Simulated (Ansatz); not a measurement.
# Cu: the cost of one run

All numbers are computed with the Python package of Ansatz 0.2.0. Level of theory: DFT PBEsol, plane waves, PAW.

This is Cu in the hcp structure; at room conditions it is fcc.

**1. Starting point**

The structure is hexagonal, space group P6_3/mmc (No. 194). The conventional cell has a = 2.534 Å, b = 2.534 Å, c = 4.113 Å, α = 90.00°, β = 90.00°, γ = 120.00°. Cu (site symmetry -6m2) is surrounded by 12 Cu at 2.52 to 2.53 Å.

No structure file is read: the coordinates are typed or built in the script.

**2. The code**

Input file cu.py:

```python
"""How the energy of Cu depends on the smearing."""

import ansatz as az
from tabulate import tabulate

crystal = (
    az.Lattice.from_parameters(2.534097, 2.534097, 4.112571, alpha=90, beta=90, gamma=120)
    .space_group(194)
    .atom("Cu", [1 / 3, 2 / 3, 0.25])
)

base = (
    crystal.calculation()
    .functional(az.Functional.PBESOL)
    .kpoints(12, 12, 7)
)

rows = []
for value in [0.5, 0.3, 0.2, 0.1]:
    data = base.occupations("methfessel_paxton", width=value).run().report
    rows.append((value, data["free_energy_ev"] / len(data["lattice"]["sites"]), data["n_iterations"], data["n_kpoints"]))

print(tabulate(rows, headers=["width (eV)", "F/atom (eV)", "iterations", "k-points"], floatfmt=".4f", tablefmt="plain"))

# the last row is the reference
for row in rows[:-1]:
    shift = 1000 * (row[1] - rows[-1][1])
    print(f"{row[0]}: {shift:+.2f} meV/atom" + ("  (within 2 meV)" if abs(shift) < 2 else ""))
```

**3. The calls as engine input**

The engine receives this input (first run):

```yaml
crystal:
  lattice:
    a: 2.534097
    b: 2.534097
    c: 4.112571
    alpha: 90.0
    beta: 90.0
    gamma: 120.0
  space_group: 194
  atoms:
    - { symbol: Cu, position: [0.3333333333333333, 0.6666666666666666, 0.25] }
kpoints:
  mp_grid:
    grid: [12, 12, 7]
hamiltonian:
  xc: pbesol
scf:
  occupations:
    method: methfessel_paxton
    width: 0.5
```

**4. Launch**

Started as:

```
$ python cu.py
```

Q: Estimate wall time and peak memory on 1 thread of Arm Neoverse V2, shared host.

About 6.5 s, with a peak of 0.36 GiB.
